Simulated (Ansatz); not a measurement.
# GeH4O2 (SMILES [OH][GeH2][OH]): BCCD(T)/cc-pVDZ

Aim: the electronic atomisation energy of GeH4O2 at BCCD(T)/cc-pVDZ, from 4 runs. 

The calculation is run with Ansatz 0.2.0.

53 further runs of the same task are left out: 53 set aside as unsound or not needed.

## (1) The structure to begin with

GeH4O2: 7 atoms, total charge 0, spin state singlet. As SMILES, `[OH][GeH2][OH]`. The coordinates come from a PBE0-D4/def2-TZVP relaxation. This is one conformer, not always the lowest.

Bond lengths: O1–Ge2 1.776 Å, Ge2–O3 1.773 Å, O1–H4 0.959 Å, Ge2–H5 1.543 Å, Ge2–H6 1.525 Å, O3–H7 0.959 Å. Angles: O1–Ge2–O3 110.8°, O1–Ge2–H5 108.6°, O1–Ge2–H6 106.6°, O3–Ge2–H5 109.7°, O3–Ge2–H6 104.9°, Ge2–O1–H4 113.3°, Ge2–O3–H7 113.6°, H5–Ge2–H6 116.1°.

## (2) The energy at BCCD(T)/cc-pVDZ

molecule.yaml

```yaml
crystal:
  periodic: [false, false, false]
  atoms:
    - {symbol: O, position_ang: [-1.491300, -0.416000, -0.173900]}
    - {symbol: Ge, position_ang: [0.023500, 0.377000, 0.305300]}
    - {symbol: O, position_ang: [1.347400, -0.798900, 0.400600]}
    - {symbol: H, position_ang: [-1.634900, -0.418700, -1.122100]}
    - {symbol: H, position_ang: [0.363400, 1.460500, -0.739100]}
    - {symbol: H, position_ang: [-0.172500, 0.863100, 1.737300]}
    - {symbol: H, position_ang: [1.625600, -1.135200, -0.453800]}
basis:
  gaussian:
    orbitals: cc-pVDZ
correlation:
  method: bccd_t
  frozen_orbitals: {Ge: 9, H: 0, O: 1}
scf:
  omitted_lower_state_checks: [cluster_reference, increment]
accuracy: high
```

Command:

```bash
$ ansatz run molecule.yaml --threads 1 --pin off --max-ram 3480MiB --events-out events.jsonl --progress --plain --runs-dir runs
```

Standard output (excerpt; [...] marks lines left out):

```text
Warning: RAYON_NUM_THREADS=1 ignored (pool sized by the plan → 1); use --threads N
Functional definition: HF
  name "HF"
[...]
1673 factors; integrals over basis functions are off by at most 4.6e-9 eV
[...]
mean field -60611.51252022 eV, -2227.4320011592 hartree, gradient 2.7e-8 eV, S^2 0.000000; 0 other end points of the search recorded, 0 dependent functions left out
11 core orbitals not correlated: weight in the atoms' cores, before any rotation towards them, 1.000 or more for the frozen orbitals, at most 0.000 for the correlated occupied ones
reference -60611.51252022 eV, -2227.4320011592 hartree; 15, 15 occupied and 49, 49 virtual orbitals, 1673 factors
second order -13.59934516 eV of doubles, -0.00000000 eV of singles
cycle   1  -13.80241686 eV  change   -2.0e-1 eV  update   8.9e-2
[...]
cycle  20  -14.21391473 eV  change   1.5e-10 eV  update   2.0e-9
perturbative correction -0.35175678 eV, -0.0129268232 hartree
Total energy: -60626.07819173 eV, -2227.9672797142 hartree
Checks for a lower state left out: cluster_reference, increment
```

It took 14 s on 1 thread of Arm Neoverse V2, shared host; peak memory 0.44 GiB.

## (3) The Ge atom, same level

job.yaml

```yaml
crystal:
  periodic: [false, false, false]
  atoms:
    - {symbol: Ge, position_ang: [0.000000, 0.000000, 0.000000]}
basis:
  gaussian: {orbitals: cc-pVDZ}
accuracy: high
total_charge: 0
correlation: {method: bccd_t, frozen_orbitals: {Ge: 9}}
magnetization: {spin_polarized: true, initial_magnetization: 2}
scf: {omitted_lower_state_checks: [cluster_reference, increment]}
```

Run the same way, it converges to -2075.36444 Eh (log not shown).

## (4) The H atom: the energy at UHF/cc-pVDZ

run.yaml

```yaml
crystal:
  periodic: [false, false, false]
  atoms:
    - symbol: H
      position_ang: [0.000000, 0.000000, 0.000000]
basis:
  gaussian:
    orbitals: cc-pVDZ
total_charge: 0
magnetization:
  spin_polarized: true
  initial_magnetization: 1
hamiltonian:
  xc: hf
accuracy: high
```

Run the same way, it converges to -0.49928 Eh (log not shown).

## (5) The O atom, same level

run.yaml

```yaml
basis:
  gaussian: {orbitals: cc-pVDZ}
crystal:
  periodic: [false, false, false]
  atoms:
    - {symbol: O, position_ang: [0.000000, 0.000000, 0.000000]}
magnetization: {spin_polarized: true, initial_magnetization: 2}
correlation: {method: bccd_t, frozen_orbitals: {O: 1}}
accuracy: high
scf: {omitted_lower_state_checks: [cluster_reference, increment]}
```

Run the same way, it converges to -74.90995 Eh (log not shown).

## (6) Outcome

At BCCD(T)/cc-pVDZ, 11 core orbitals frozen:

| quantity | value |
| --- | --- |
| molecule: total energy | -2227.96728 Eh |
| molecule: correlation energy (11 core orbitals frozen) | -535.3 mEh |
| molecule: (T) correction | -12.93 mEh |
| Ge atom: total energy | -2075.36444 Eh |
| Ge atom: correlation energy (9 core orbitals frozen) | -72.8 mEh |
| Ge atom: (T) correction | -1.66 mEh |
| Ge atom: ⟨S²⟩ of the reference determinant | 2.009 |
| H atom: total energy | -0.49928 Eh |
| H atom: ⟨S²⟩ | 0.750 |
| O atom: total energy | -74.90995 Eh |
| O atom: correlation energy (1 core orbital frozen) | -117.8 mEh |
| O atom: (T) correction | -0.77 mEh |
| O atom: ⟨S²⟩ of the reference determinant | 2.004 |
| electronic atomisation energy | 21.383 eV |

**Reading.** Taking the molecule apart into free atoms costs 21.38 eV (2063 kJ/mol), before zero-point energy and without spin-orbit coupling. The triples (molecule) make up 2.4 % of the correlation energy. The triples (Ge atom) make up 2.3 % of the correlation energy. The triples (O atom) make up 0.7 % of the correlation energy.
